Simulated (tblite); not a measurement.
# C4H13N3OSi: the cost of one run

Computed with tblite 0.8.0 and PySCF 2.14.0, with density-fitted response routines of our own, on a single molecule in the gas phase. Atoms count from 0, in the outputs and in this text.

## Step 1: Starting geometry

22 atoms, charge 0, multiplicity 1; geometry from: force field or distance geometry start.

Bonds of the start (Å): C0–N1 1.29, N1–C2 1.48, C2–C3 1.54, C3–N4 1.46, N4–Si5 1.68, Si5–C6 1.82, Si5–N7 1.67, Si5–O8 1.64, C0–H9 1.11, C0–H10 1.09, C2–H11 1.09, C2–H12 1.09, C3–H13 1.10, C3–H14 1.11, N4–H15 1.01, C6–H16 1.09, C6–H17 1.09, C6–H18 1.09, N7–H19 1.02, N7–H20 1.03, O8–H21 0.97.

## Step 2: Optimising the geometry with GFN2-xTB

Job settings and geometry (Å):

```
{"job": {"kind": "relax", "xc": "GFN2-xTB", "basis": "xTB"}, "charge": 0, "multiplicity": 1}
C      2.535900     1.488700     1.150500
N      1.644300     0.561900     1.025000
C      2.016800    -0.422500    -0.012900
C      0.920500    -1.500100    -0.156600
N     -0.321500    -1.063900    -0.777100
Si    -1.478100    -0.008600    -0.179600
C     -1.804600     1.439500    -1.233500
N     -2.736000    -1.095900    -0.045400
O     -1.068200     0.274500     1.385100
H      2.379000     2.285800     1.904400
H      3.438400     1.551300     0.533800
H      2.948700    -0.911900     0.253100
H      2.141100     0.086100    -0.971500
H      1.341700    -2.305700    -0.778700
H      0.709500    -1.949500     0.832700
H     -0.855500    -1.879900    -1.058400
H     -2.089400     1.149200    -2.243000
H     -2.620200     2.044800    -0.830100
H     -0.927200     2.087400    -1.308800
H     -2.502800    -1.700200     0.743200
H     -3.563700    -0.580500     0.271500
H     -0.119200     0.468500     1.495300
```

Command:

```
OMP_NUM_THREADS=1 python probes_run.py task.json out
```

The driver reads the jobs from task.json and runs them one after another.

Q: Estimate the wall time of this first job on 1 thread of Intel Xeon at 2.50GHz, shared host.

About 4.1 s.
